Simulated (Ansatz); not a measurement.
# CH₃Cl with SbH₃: superposition error and deformation, part 2 of 3

Ansatz 0.2.0, Gaussian basis.

### 13 CCSD(T)/def2-TZVPPD

The inputs:

a/in.yaml

```yaml
crystal:
  periodic: [false, false, false]
  atoms:
    - {symbol: C, position_ang: [0.057783, 0.296981, -1.781518]}
    - {symbol: Cl, position_ang: [-1.101072, -0.989499, -1.392375]}
    - {symbol: H, position_ang: [0.512633, 0.642194, -0.855829]}
    - {symbol: H, position_ang: [-0.478510, 1.108767, -2.266855]}
    - {symbol: H, position_ang: [0.814400, -0.110577, -2.447536]}
basis:
  gaussian: {orbitals: "def2-TZVPPD.json"}
correlation: {method: ccsd_t}
```

b/in.yaml

```yaml
crystal:
  periodic: [false, false, false]
  atoms:
    - {symbol: Sb, position_ang: [-0.444903, -0.764143, 2.249212]}
    - {symbol: H, position_ang: [-0.759875, 0.773176, 1.574845]}
    - {symbol: H, position_ang: [1.005798, -0.906212, 1.358963]}
    - {symbol: H, position_ang: [0.393845, -0.050788, 3.561094]}
basis:
  gaussian: {orbitals: "def2-TZVPPD.json"}
correlation: {method: ccsd_t}
```

One command serves all of them, each in its own folder.

Started as:

```sh
ansatz run in.yaml --threads 4 --pin off --events-out ev --progress --plain --max-ram 9574MiB
```

Log of a, shortened:

```text
Functional definition: HF
  name "HF"
  cite "Fock, Z. Phys. 61, 126 (1930) doi:10.1007/BF01340294"
  parent pbe
[...]
789 factors; integrals over basis functions are off by at most 6.8e-4 eV
[...]
mean field -13582.34025787 eV, -499.1417980359 hartree, gradient 2.8e-6 eV, S^2 0.000000; 0 other end points of the search recorded, 0 dependent functions left out
6 core orbitals not correlated: weight in the atoms' cores, before any rotation towards them, 1.000 or more for the frozen orbitals, at most 0.000 for the correlated occupied ones
reference -13582.34025787 eV, -499.1417980359 hartree; 7, 7 occupied and 126, 126 virtual orbitals, 789 factors
second order -10.21153248 eV of doubles, -0.00000000 eV of singles
cycle   1  -10.77156789 eV  change   -5.6e-1 eV  update   5.9e-2
[...]
cycle   8  -11.05414529 eV  change   -1.0e-5 eV  update   1.2e-5
perturbative correction -0.43178411 eV, -0.0158677735 hartree
Total energy: -13593.82618727 eV, -499.5638981560 hartree
```

Log of b, shortened:

```text
[... 4 set-up lines as earlier in the session ...]
[...]
765 factors; integrals over basis functions are off by at most 5.8e-4 eV
[...]
mean field -6557.41175324 eV, -240.9804371584 hartree, gradient 1.4e-6 eV, S^2 0.000000; 0 other end points of the search recorded, 0 dependent functions left out
4 core orbitals not correlated: weight in the atoms' cores, before any rotation towards them, 1.000 or more for the frozen orbitals, at most 0.000 for the correlated occupied ones
reference -6557.41175324 eV, -240.9804371584 hartree; 9, 9 occupied and 94, 94 virtual orbitals, 765 factors
second order -10.07384167 eV of doubles, -0.00000000 eV of singles
cycle   1  -10.02424672 eV  change    5.0e-2 eV  update   7.8e-2
[...]
cycle   9  -10.35844596 eV  change   -8.4e-7 eV  update   7.4e-6
perturbative correction -0.26895939 eV, -0.0098840754 hartree
Total energy: -6568.03915860 eV, -241.3709871018 hartree
```

They took 1.7 s (a), 1.2 s (b) on 4 threads of Intel Xeon 6975P-C, shared host; peak memory 0.87 GiB.

### 14 Relaxing CH₃Cl alone

Input file relax-a/in.yaml:

```yaml
crystal:
  periodic: [false, false, false]
  atoms:
    - {symbol: C, position_ang: [0.057783, 0.296981, -1.781518]}
    - {symbol: Cl, position_ang: [-1.101072, -0.989499, -1.392375]}
    - {symbol: H, position_ang: [0.512633, 0.642194, -0.855829]}
    - {symbol: H, position_ang: [-0.478510, 1.108767, -2.266855]}
    - {symbol: H, position_ang: [0.814400, -0.110577, -2.447536]}
basis:
  gaussian: {orbitals: def2-TZVP}
hamiltonian: {xc: pbe0, dispersion: d4}
relax: {f_tol: 0.005, max_steps: 200}
```

Started as:

```sh
ansatz run in.yaml --threads 4 --pin off --events-out ev --progress --plain --max-ram 9574MiB
```

The log of the run, shortened:

```text
[... 5 set-up lines as earlier in the session ...]
[...]
580 factors; their error is unknown
[...]
mean field -13603.92453166 eV, -499.9350054672 hartree, gradient 5.9e-5 eV, S^2 0.000000; 0 other end points of the search recorded, 0 dependent functions left out
[...]
Atom 1 at    -1.101420    -0.989855    -1.392359 Å, force    -0.001757    -0.001949     0.000613 eV/Å
Atom 2 at     0.513082     0.642803    -0.856991 Å, force    -0.000804    -0.000579    -0.001819 eV/Å
Atom 3 at    -0.477298     1.108893    -2.266733 Å, force     0.001180    -0.001510     0.000932 eV/Å
Atom 4 at     0.814506    -0.109359    -2.447228 Å, force    -0.001403     0.000935     0.001284 eV/Å
Dipole moment:     0.260774     0.289481    -0.087491 e Å
```

It took 1.1 s on 4 threads of Intel Xeon 6975P-C, shared host.

The steps of the relaxation:

```csv
step,energy from step 1 (eV),largest force component (eV/Å)
1,0.0000,0.0416
2,-0.0001,0.0248
3,-0.0001,0.0031
```

Close pairs (by a distance rule), those that changed most:

| bond | before (Å) | after (Å) | change (Å) |
| --- | --- | --- | --- |
| C1–Cl2 | 1.775 | 1.773 | -0.002 |
| C1–H5 | 1.087 | 1.088 | +0.000 |
| C1–H4 | 1.087 | 1.088 | +0.000 |
| C1–H3 | 1.088 | 1.088 | -0.000 |

### 15 Relaxing SbH₃ alone

Input file relax-b/in.yaml:

```yaml
crystal:
  periodic: [false, false, false]
  atoms:
    - {symbol: Sb, position_ang: [-0.444903, -0.764143, 2.249212]}
    - {symbol: H, position_ang: [-0.759875, 0.773176, 1.574845]}
    - {symbol: H, position_ang: [1.005798, -0.906212, 1.358963]}
    - {symbol: H, position_ang: [0.393845, -0.050788, 3.561094]}
basis:
  gaussian: {orbitals: def2-TZVP}
hamiltonian: {xc: pbe0, dispersion: d4}
relax: {f_tol: 0.005, max_steps: 200}
```

Started as:

```sh
ansatz run in.yaml --threads 4 --pin off --events-out ev --progress --plain --max-ram 9574MiB
```

The log of the run, shortened:

```text
[... 5 set-up lines as earlier in the session ...]
[...]
573 factors; their error is unknown
[...]
mean field -6585.96886258 eV, -242.0298915697 hartree, gradient 4.0e-5 eV, S^2 0.000000; 0 other end points of the search recorded, 0 dependent functions left out
[...]
Total energy: -6586.00357620 eV, -242.0311672718 hartree
Atom 0 at    -0.441930    -0.761400     2.252485 Å, force    -0.002459    -0.002654     0.000584 eV/Å
Atom 1 at    -0.759445     0.771889     1.572154 Å, force    -0.001682     0.003077    -0.001958 eV/Å
Atom 2 at     1.004174    -0.905510     1.356574 Å, force     0.002873    -0.001250    -0.002510 eV/Å
Atom 3 at     0.392067    -0.052946     3.562901 Å, force     0.001268     0.000828     0.003884 eV/Å
Dipole moment:    -0.044354    -0.047403     0.005986 e Å
```

Wall time 0.8 s (4 threads of Intel Xeon 6975P-C, shared host).

The steps of the relaxation:

```csv
step,energy from step 1 (eV),largest force component (eV/Å)
1,0.0000,0.0614
2,0.0001,0.0473
3,-0.0003,0.0039
```

Close pairs (by a distance rule), those that changed most:

| bond | before (Å) | after (Å) | change (Å) |
| --- | --- | --- | --- |
| Sb1–H4 | 1.713 | 1.707 | -0.005 |
| Sb1–H2 | 1.708 | 1.707 | -0.001 |
| Sb1–H3 | 1.708 | 1.707 | -0.001 |

### 16 PBE-D4/def2-TZVPPD

Input file free-a/in.yaml:

```yaml
crystal:
  periodic: [false, false, false]
  atoms:
    - {symbol: C, position_ang: [0.056364, 0.295384, -1.780802]}
    - {symbol: Cl, position_ang: [-1.101420, -0.989855, -1.392359]}
    - {symbol: H, position_ang: [0.513082, 0.642803, -0.856991]}
    - {symbol: H, position_ang: [-0.477298, 1.108893, -2.266733]}
    - {symbol: H, position_ang: [0.814506, -0.109359, -2.447228]}
basis:
  gaussian: {orbitals: "def2-TZVPPD.json"}
hamiltonian: {xc: pbe, dispersion: d4}
```

Input file free-b/in.yaml:

```yaml
crystal:
  periodic: [false, false, false]
  atoms:
    - {symbol: Sb, position_ang: [-0.441930, -0.761400, 2.252485]}
    - {symbol: H, position_ang: [-0.759445, 0.771889, 1.572154]}
    - {symbol: H, position_ang: [1.004174, -0.905510, 1.356574]}
    - {symbol: H, position_ang: [0.392067, -0.052946, 3.562901]}
basis:
  gaussian: {orbitals: "def2-TZVPPD.json"}
hamiltonian: {xc: pbe, dispersion: d4}
```

The same command starts each run, in its folder.

Started as:

```sh
ansatz run in.yaml --threads 4 --pin off --events-out ev --progress --plain --max-ram 9574MiB
```

Output in free-a, shortened:

```text
[... 4 set-up lines as earlier in the session ...]
[...]
675 factors; their error is unknown
[...]
mean field -13602.76048001 eV, -499.8922273583 hartree, gradient 1.2e-5 eV, S^2 0.000000; 0 other end points of the search recorded, 0 dependent functions left out
reference -13602.76052932 eV, -499.8922291703 hartree; 13, 13 occupied and 126, 126 virtual orbitals, 675 factors
Total energy: -13602.81081218 eV, -499.8940770311 hartree
```

free-b printed, shortened:

```text
[... 4 set-up lines as earlier in the session ...]
[...]
590 factors; their error is unknown
[...]
mean field -6585.59087020 eV, -242.0160006061 hartree, gradient 1.7e-5 eV, S^2 0.000000; 0 other end points of the search recorded, 0 dependent functions left out
reference -6585.59090656 eV, -242.0160019423 hartree; 13, 13 occupied and 94, 94 virtual orbitals, 590 factors
Total energy: -6585.63275681 eV, -242.0175399106 hartree
```

Wall times: 0.35 s (free-a), 0.25 s (free-b) on 4 threads of Intel Xeon 6975P-C, shared host.

### 17 r2SCAN-D4/def2-TZVPPD

The same edit goes into each in.yaml of step 16 (free-a, free-b):

```diff
-hamiltonian: {xc: pbe, dispersion: d4}
+hamiltonian: {xc: r2scan, dispersion: d4}
```

Each run has its own folder and the same command.

Started as:

```sh
ansatz run in.yaml --threads 4 --pin off --events-out ev --progress --plain --max-ram 9574MiB
```

Output in free-a, shortened:

```text
[... 5 set-up lines as earlier in the session ...]
[...]
675 factors; their error is unknown
[...]
mean field -13607.89185371 eV, -500.0808018634 hartree, gradient 5.3e-5 eV, S^2 0.000000; 0 other end points of the search recorded, 0 dependent functions left out
reference -13607.89187105 eV, -500.0808025008 hartree; 13, 13 occupied and 126, 126 virtual orbitals, 675 factors
Total energy: -13607.90315768 eV, -500.0812172767 hartree
```

Output in free-b, shortened:

```text
[... 5 set-up lines as earlier in the session ...]
[...]
590 factors; their error is unknown
[...]
mean field -6588.41720595 eV, -242.1198665292 hartree, gradient 2.1e-5 eV, S^2 0.000000; 0 other end points of the search recorded, 0 dependent functions left out
reference -6588.41721700 eV, -242.1198669353 hartree; 13, 13 occupied and 94, 94 virtual orbitals, 590 factors
Total energy: -6588.42613183 eV, -242.1201945490 hartree
```

Wall times: 0.6 s (free-a), 0.45 s (free-b) on 4 threads of Intel Xeon 6975P-C, shared host.

### 18 PBE0-D4/def2-TZVPPD

Each input of step 17 (free-a, free-b) changes in the same lines:

```diff
-hamiltonian: {xc: r2scan, dispersion: d4}
+hamiltonian: {xc: pbe0, dispersion: d4}
+output: {orbitals: {seedname: orbitals}}
```

One command serves all of them, each in its own folder.

Started as:

```sh
ansatz run in.yaml --threads 4 --pin off --events-out ev --progress --plain --max-ram 9574MiB
```

free-a printed, shortened:

```text
[... 5 set-up lines as earlier in the session ...]
[...]
685 factors; their error is unknown
[...]
mean field -13603.98330301 eV, -499.9371652746 hartree, gradient 6.3e-5 eV, S^2 0.000000; 0 other end points of the search recorded, 0 dependent functions left out
reference -13603.98333911 eV, -499.9371666013 hartree; 13, 13 occupied and 126, 126 virtual orbitals, 685 factors
Total energy: -13604.02438680 eV, -499.9386750759 hartree
```

Output in free-b, shortened:

```text
[... 5 set-up lines as earlier in the session ...]
[...]
660 factors; their error is unknown
[...]
mean field -6585.98575628 eV, -242.0305124019 hartree, gradient 6.8e-5 eV, S^2 0.000000; 0 other end points of the search recorded, 0 dependent functions left out
reference -6585.98578302 eV, -242.0305133844 hartree; 13, 13 occupied and 94, 94 virtual orbitals, 660 factors
Total energy: -6586.02012804 eV, -242.0317755407 hartree
```

Times: 0.4 s (free-a), 0.3 s (free-b) on 4 threads of Intel Xeon 6975P-C, shared host.

### 19 B3LYP-D4/def2-TZVPPD

Each input of step 18 (free-a, free-b) changes in the same lines:

```diff
-hamiltonian: {xc: pbe0, dispersion: d4}
-output: {orbitals: {seedname: orbitals}}
+hamiltonian: {xc: {name: B3LYP}, dispersion: d4}
```

The same command starts each run, in its folder.

Started as:

```sh
ansatz run in.yaml --threads 4 --pin off --events-out ev --progress --plain --max-ram 9574MiB
```

Output in free-a, shortened:

```text
[... 6 set-up lines as earlier in the session ...]
[...]
685 factors; their error is unknown
[...]
mean field -13610.04369777 eV, -500.1598806740 hartree, gradient 5.7e-5 eV, S^2 0.000000; 0 other end points of the search recorded, 0 dependent functions left out
reference -13610.04392536 eV, -500.1598890379 hartree; 13, 13 occupied and 126, 126 virtual orbitals, 685 factors
Total energy: -13610.12574578 eV, -500.1628958828 hartree
```

Log of free-b, shortened:

```text
[... 6 set-up lines as earlier in the session ...]
[...]
660 factors; their error is unknown
[...]
mean field -6588.38575778 eV, -242.1187108300 hartree, gradient 5.6e-5 eV, S^2 0.000000; 0 other end points of the search recorded, 0 dependent functions left out
reference -6588.38596623 eV, -242.1187184905 hartree; 13, 13 occupied and 94, 94 virtual orbitals, 660 factors
Total energy: -6588.45482505 eV, -242.1212490056 hartree
```

Wall times: 0.45 s (free-a), 0.3 s (free-b) on 4 threads of Intel Xeon 6975P-C, shared host.

### 20 wB97X-V/def2-TZVPPD

Each input of step 19 (free-a, free-b) changes in the same lines:

```diff
-hamiltonian: {xc: {name: B3LYP}, dispersion: d4}
+hamiltonian: {xc: {name: wB97X-V}}
```

One command serves all of them, each in its own folder.

Started as:

```sh
ansatz run in.yaml --threads 4 --pin off --events-out ev --progress --plain --max-ram 9574MiB
```

Log of free-a, shortened:

```text
[... 5 set-up lines as earlier in the session ...]
[...]
      + integral(e_c_pw_opposite_spin*poly(b97_u_opposite, cos0, cos1)) + vv10(b, c)
678 factors; their error is unknown
180 factors; integrals over basis functions are off by at most 3.3e-5 eV
[...]
mean field -13607.29048709 eV, -500.0587020477 hartree, gradient 1.2e-5 eV, S^2 0.000000; 0 other end points of the search recorded, 0 dependent functions left out
reference -13607.29048475 eV, -500.0587019619 hartree; 13, 13 occupied and 126, 126 virtual orbitals, 678 factors
Total energy: -13607.29048475 eV, -500.0587019619 hartree
```

Output in free-b, shortened:

```text
[... 5 set-up lines as earlier in the session ...]
[...]
      + integral(e_c_pw_opposite_spin*poly(b97_u_opposite, cos0, cos1)) + vv10(b, c)
647 factors; their error is unknown
188 factors; integrals over basis functions are off by at most 2.2e-5 eV
[...]
mean field -6585.39298886 eV, -242.0087286008 hartree, gradient 5.8e-5 eV, S^2 0.000000; 0 other end points of the search recorded, 0 dependent functions left out
reference -6585.39298707 eV, -242.0087285352 hartree; 13, 13 occupied and 94, 94 virtual orbitals, 647 factors
Total energy: -6585.39298707 eV, -242.0087285352 hartree
```

They took 0.85 s (free-a), 0.75 s (free-b) on 4 threads of Intel Xeon 6975P-C, shared host.

### 21 wB97M-V/def2-TZVPPD

The same edit goes into each in.yaml of step 20 (free-a, free-b):

```diff
-hamiltonian: {xc: {name: wB97X-V}}
+hamiltonian: {xc: {name: wB97M-V}}
```

Each run has its own folder and the same command.

Started as:

```sh
ansatz run in.yaml --threads 4 --pin off --events-out ev --progress --plain --max-ram 9574MiB
```

Log of free-a, shortened:

```text
[... 5 set-up lines as earlier in the session ...]
  # Of w^i u^j: cxij and so on, Table III.
[...]
  gx(w, u) = 1 - cx + cx01*u + cx10*w
[...]
      + integral(e_c_pw_mod_opposite_spin*gos(b97_w_opposite, b97_u_opposite)) + vv10(b, c)
678 factors; their error is unknown
180 factors; integrals over basis functions are off by at most 3.3e-5 eV
[...]
mean field -13608.06660796 eV, -500.0872239637 hartree, gradient 6.3e-5 eV, S^2 0.000000; 0 other end points of the search recorded, 0 dependent functions left out
reference -13608.06666791 eV, -500.0872261668 hartree; 13, 13 occupied and 126, 126 virtual orbitals, 678 factors
Total energy: -13608.06666791 eV, -500.0872261668 hartree
```

Log of free-b, shortened:

```text
[... 5 set-up lines as earlier in the session ...]
  # Of w^i u^j: cxij and so on, Table III.
[...]
  gx(w, u) = 1 - cx + cx01*u + cx10*w
[...]
      + integral(e_c_pw_mod_opposite_spin*gos(b97_w_opposite, b97_u_opposite)) + vv10(b, c)
640 factors; their error is unknown
188 factors; integrals over basis functions are off by at most 2.2e-5 eV
[...]
mean field -6584.47437514 eV, -241.9749701694 hartree, gradient 2.9e-5 eV, S^2 0.000000; 0 other end points of the search recorded, 0 dependent functions left out
reference -6584.47441949 eV, -241.9749717993 hartree; 13, 13 occupied and 94, 94 virtual orbitals, 640 factors
Total energy: -6584.47441949 eV, -241.9749717993 hartree
```

Wall times: 0.85 s (free-a), 0.8 s (free-b) on 4 threads of Intel Xeon 6975P-C, shared host.

### 22 B2PLYP/def2-TZVPPD

Each input of step 21 (free-a, free-b) changes in the same lines:

```diff
-hamiltonian: {xc: {name: wB97M-V}}
+hamiltonian: {xc: {name: B2PLYP}}
```

One command serves all of them, each in its own folder.

Started as:

```sh
ansatz run in.yaml --threads 4 --pin off --events-out ev --progress --plain --max-ram 9574MiB
```

free-a printed, shortened:

```text
[... 5 set-up lines as earlier in the session ...]
[...]
789 factors; integrals over basis functions are off by at most 9.9e-4 eV
[...]
mean field -13601.53697877 eV, -499.8472645167 hartree, gradient 3.3e-6 eV, S^2 0.000000; 0 other end points of the search recorded, 0 dependent functions left out
6 core orbitals not correlated: weight in the atoms' cores, before any rotation towards them, 1.000 or more for the frozen orbitals, at most 0.000 for the correlated occupied ones
reference -13601.53711874 eV, -499.8472696607 hartree; 7, 7 occupied and 126, 126 virtual orbitals, 789 factors
second order -12.36359141 eV of doubles, -0.00000000 eV of singles
Total energy: -13604.87528842 eV, -499.9699451338 hartree
```

Output in free-b, shortened:

```text
[... 5 set-up lines as earlier in the session ...]
[...]
766 factors; integrals over basis functions are off by at most 7.3e-4 eV
[...]
mean field -6576.87525010 eV, -241.6957074750 hartree, gradient 1.9e-6 eV, S^2 0.000000; 0 other end points of the search recorded, 0 dependent functions left out
4 core orbitals not correlated: weight in the atoms' cores, before any rotation towards them, 1.000 or more for the frozen orbitals, at most 0.000 for the correlated occupied ones
reference -6576.87538073 eV, -241.6957122754 hartree; 9, 9 occupied and 94, 94 virtual orbitals, 766 factors
second order -11.97126906 eV of doubles, -0.00000000 eV of singles
Total energy: -6580.10762337 eV, -241.8144950018 hartree
```

Times: 0.65 s (free-a), 0.55 s (free-b) on 4 threads of Intel Xeon 6975P-C, shared host.

### 23 BLYP-D4/def2-TZVPPD

The same edit goes into each in.yaml of step 22 (free-a, free-b):

```diff
-hamiltonian: {xc: {name: B2PLYP}}
+hamiltonian: {xc: {name: BLYP}, dispersion: d4}
```

Each run has its own folder and the same command.

Started as:

```sh
ansatz run in.yaml --threads 4 --pin off --events-out ev --progress --plain --max-ram 9574MiB
```

Log of free-a, shortened:

```text
[... 4 set-up lines as earlier in the session ...]
[...]
675 factors; their error is unknown
[...]
mean field -13608.74500674 eV, -500.1121546591 hartree, gradient 1.6e-5 eV, S^2 0.000000; 0 other end points of the search recorded, 0 dependent functions left out
reference -13608.74531456 eV, -500.1121659711 hartree; 13, 13 occupied and 126, 126 virtual orbitals, 675 factors
Total energy: -13608.86320106 eV, -500.1164982203 hartree
```

Output in free-b, shortened:

```text
[... 4 set-up lines as earlier in the session ...]
[...]
590 factors; their error is unknown
[...]
mean field -6584.43680147 eV, -241.9735893625 hartree, gradient 2.1e-5 eV, S^2 0.000000; 0 other end points of the search recorded, 0 dependent functions left out
reference -6584.43708379 eV, -241.9735997377 hartree; 13, 13 occupied and 94, 94 virtual orbitals, 590 factors
Total energy: -6584.53327461 eV, -241.9771346848 hartree
```

Wall times: 0.35 s (free-a), 0.3 s (free-b) on 4 threads of Intel Xeon 6975P-C, shared host.

### 24 revPBE-D4/def2-TZVPPD

The same edit goes into each in.yaml of step 23 (free-a, free-b):

```diff
-hamiltonian: {xc: {name: BLYP}, dispersion: d4}
+hamiltonian: {xc: {name: revPBE}, dispersion: d4}
```

One command serves all of them, each in its own folder.

Started as:

```sh
ansatz run in.yaml --threads 4 --pin off --events-out ev --progress --plain --max-ram 9574MiB
```

Output in free-a, shortened:

```text
[... 4 set-up lines as earlier in the session ...]
[...]
675 factors; their error is unknown
[...]
mean field -13606.91902426 eV, -500.0450510405 hartree, gradient 1.1e-5 eV, S^2 0.000000; 0 other end points of the search recorded, 0 dependent functions left out
reference -13606.91908612 eV, -500.0450533139 hartree; 13, 13 occupied and 126, 126 virtual orbitals, 675 factors
Total energy: -13607.10970385 eV, -500.0520583863 hartree
```

Output in free-b, shortened:

```text
[... 4 set-up lines as earlier in the session ...]
[...]
590 factors; their error is unknown
[...]
mean field -6587.26612160 eV, -242.0775649593 hartree, gradient 2.0e-5 eV, S^2 0.000000; 0 other end points of the search recorded, 0 dependent functions left out
reference -6587.26616792 eV, -242.0775666618 hartree; 13, 13 occupied and 94, 94 virtual orbitals, 590 factors
Total energy: -6587.40410791 eV, -242.0826358628 hartree
```

Times: 0.35 s (free-a), 0.25 s (free-b) on 4 threads of Intel Xeon 6975P-C, shared host.

(Part 2 of 3 ends here.)
